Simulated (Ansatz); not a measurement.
This script drives Ansatz's Python interface.

`fsm.py`
```python
"""Fixed-spin-moment curve of Cd3Ni."""

import ansatz as az
import pandas as pd


def main() -> None:
    system = (
        az.Lattice.of([4.180107, 0.0, 0.0], [0.0, 4.180107, 0.0], [0.0, 0.0, 4.180107])
        .atom("Cd", [0.0, 0.5, 0.5])
        .atom("Cd", [0.5, 0.0, 0.5])
        .atom("Cd", [0.5, 0.5, 0.0])
        .atom("Ni", [0.0, 0.0, 0.0])
    )

    setup = (
        system.calculation()
        .scf(tolerance=1e-05, max_iterations=80, self_checks="high")
        .functional("pbesol", dispersion="d3bjatm")
        .basis(380, density_ratio=6)
        .occupations("fermi_dirac", width=0.15)
        .kpoints(spacing=0.38)
    )
    # a hard lock holds the total moment, with one Fermi level a spin
    rows = []
    for total in [0.0, 0.3, 0.6, 0.9, 1.2, 1.5, 1.8]:
        summary = setup.spin("collinear", total=total, lock="hard").run(threads=1, pin="off").report
        up, down = summary["spin_fermi_energies_ev"]
        rows.append((total, summary["free_energy_ev"], up - down, summary["absolute_magnetization_mub"]))
    reference = rows[0][1]
    rows = [(m, 1000 * (e - reference), split, size) for m, e, split, size in rows]
    print(pd.DataFrame(rows, columns=["total muB", "F - F(0) meV", "EF up - down eV", "absolute muB"]).round(4).to_string(index=False))
    best = min(rows, key=lambda row: row[1])
    print(f"lowest at {best[0]} muB per cell, {best[1]:.1f} meV against the first point")


if __name__ == "__main__":
    main()
```

It is started by `python fsm.py`. How long does it take on 1 thread of Arm Neoverse V1 (shared host), and how much memory does it need?

It took about 44 s, with a peak of 0.49 GiB, for 7 runs of the engine.

```console
$ python fsm.py
DeckWarning: basis.ecutwfc = 380 eV is below the records' recommended 420 eV, and the density's cutoff is lower with it unless basis.ecutrho_ratio is high enough to keep the records' density cutoff: compare with a run at a higher cutoff
RunWarning: this spin-polarised run has no starting moment large enough to seed its density, and nothing else in its deck makes the two spin channels differ, so an SCF from that start keeps the magnetisation at zero until it first converges, unless a state found ahead of a linear-response series gives it moments [...]
 total muB  F - F(0) meV  EF up - down eV  absolute muB
       0.0        0.0000           0.0000           0.0
       0.3       14.9683           0.2021           0.3
       0.6       61.4599           0.4193           0.6
       0.9      141.4091           0.6516           0.9
       1.2      259.2254           0.9265           1.2
       1.5      419.3820           1.2047           1.5
       1.8      619.9590           1.4728           1.8
lowest at 0.0 muB per cell, 0.0 meV against the first point
```
(Warnings from the package without file and line, shortened.)

The lowest point lies at 0 μB a cell, the first of the scan; at 1.8 μB the energy is 620 meV above the lowest.

Notes:
- These settings explore the input space; cutoff and mesh may be short of convergence.
- The cutoff lies under the one recommended for these potentials.
- Dispersion corrections can be off by several per cent in the lattices of metals, and by several GPa in the pressure at a fixed cell.
- The mesh is modest for a metal, so energies can be off by several to tens of meV an atom and pressures by half a GPa or more; differences at equal mesh fare better.
- The smearing is wide enough that free energy and stress hold a thermal part of the electrons.
- The structure comes from a database of computed cells and needn't be a stable or known phase.
- Only points where the Fermi levels of the two spins meet (minima, maxima and zero moment) are free solutions; a shallow minimum can lie between the points.
